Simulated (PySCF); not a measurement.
# From one method to the next for CBr⁻ (triplet)

Aim: see what other levels and later steps give for CBr⁻ (triplet).

Method: each script names its method and basis; program: PySCF 2.14.0.

## (1) The starting structure

CBr⁻ (triplet): 2 atoms, charge -1, spin multiplicity 3.

Bond lengths: C1–Br2 1.925 Å.

## (2) The base run

Input file input.py:

```python
from pyscf import gto, scf, mp

mol = gto.M(
    atom='C 0 0 0; Br 0 0 1.925',
    basis='jorge-dzp',
    charge=-1,
    spin=2,
    verbose=4,
)
mf = scf.UHF(mol)
mf.kernel()
mp.MP2(mf).kernel()
mf.dip_moment()
print('orbital energies (hartree):', [e[max(0, n-3):n+3].round(4) for e, n in zip(mf.mo_energy, mol.nelec)])
```

Run with:

```
$ python input.py
```

## (3) NEVPT2 (ROHF)

Run 1 changes step after the SCF: mp2 → nevpt2; SCF type: UHF → ROHF; active space: none → 6 electrons in 5 orbitals.

Input file input.py:

```python
from pyscf import gto, scf, mcscf, mrpt

mol = gto.M(
    atom='C 0 0 0; Br 0 0 1.925',
    basis='jorge-dzp',
    charge=-1,
    spin=2,
    verbose=4,
)
mf = scf.ROHF(mol)
mf.kernel()
mc = mcscf.CASSCF(mf, 5, 6)
mc.kernel()
mc.analyze()
mrpt.NEVPT(mc).kernel()
mf.dip_moment()
print('orbital energies (hartree):', mf.mo_energy[..., max(0, mol.nelec[1]-3):mol.nelec[0]+3].round(4))
```

## (4) Geometry optimisation

Run 2 changes step after the SCF: mp2 → optimize.

Input file input.py:

```python
from pyscf import gto, scf
from pyscf.geomopt.geometric_solver import optimize

mol = gto.M(
    atom='C 0 0 0; Br 0 0 1.925',
    basis='jorge-dzp',
    charge=-1,
    spin=2,
    verbose=4,
)
mf = scf.UHF(mol)
mf.kernel()
mol_eq = optimize(mf, maxsteps=30)
print('optimised geometry (angstrom)')
print(mol_eq.tostring('raw'))
print('orbital energies (hartree):', [e[max(0, n-3):n+3].round(4) for e, n in zip(mf.mo_energy, mol.nelec)])
```

## (5) NEVPT2 (ROHF)

Run 3 changes step after the SCF: mp2 → nevpt2; SCF type: UHF → ROHF; active space: none → 4 electrons in 6 orbitals.

Input file input.py:

```python
from pyscf import gto, scf, mcscf, mrpt

mol = gto.M(
    atom='C 0 0 0; Br 0 0 1.925',
    basis='jorge-dzp',
    charge=-1,
    spin=2,
    verbose=4,
)
mf = scf.ROHF(mol)
mf.kernel()
mc = mcscf.CASSCF(mf, 6, 4)
mc.kernel()
mc.analyze()
mrpt.NEVPT(mc).kernel()
mf.dip_moment()
print('orbital energies (hartree):', mf.mo_energy[..., max(0, mol.nelec[1]-3):mol.nelec[0]+3].round(4))
```

## (6) Lda,vwn (UKS)

Run 4 changes functional: none (Hartree–Fock) → lda,vwn; SCF type: UHF → UKS; step after the SCF: mp2 → analyze.

Input file input.py:

```python
from pyscf import gto, dft

mol = gto.M(
    atom='C 0 0 0; Br 0 0 1.925',
    basis='jorge-dzp',
    charge=-1,
    spin=2,
    verbose=4,
)
mf = dft.UKS(mol, xc='lda,vwn')
mf.kernel()
mf.analyze()
print('orbital energies (hartree):', [e[max(0, n-3):n+3].round(4) for e, n in zip(mf.mo_energy, mol.nelec)])
```

What does the calculation give? Wanted: for each run, E(SCF); from base; gap, α spin; after the SCF.

The runs gave:

| run | E(SCF) (hartree) | from base (eV) | cycles | gap, α spin (eV) | after the SCF |
| --- | --- | --- | --- | --- | --- |
| base | -2610.086033 | 0 | 13 | 13.87 | MP2 correlation -19.784 eV |
| NEVPT2 (ROHF) | -2610.079317 | +0.1827 | 9 | n/a | NEVPT2 correlation -20.078 eV (from the SCF energy, the CASSCF gain included) |
| geometry optimisation | -2610.086033 | 0.0000 | 13 | 13.87 | bond 2.355 Å, -0.464 eV |
| NEVPT2 (ROHF) | -2610.079317 | +0.1827 | 9 | n/a | NEVPT2 correlation -19.983 eV (from the SCF energy, the CASSCF gain included) |
| lda,vwn (UKS) | -2608.136427 | not comparable | 11 | 3.50 | n/a |

SCF columns refer to the geometry typed in the script.

What this shows: A lower total energy from another functional means nothing by itself. The dearest run is “geometry optimisation”, at 9.9 s against 1.3 s.
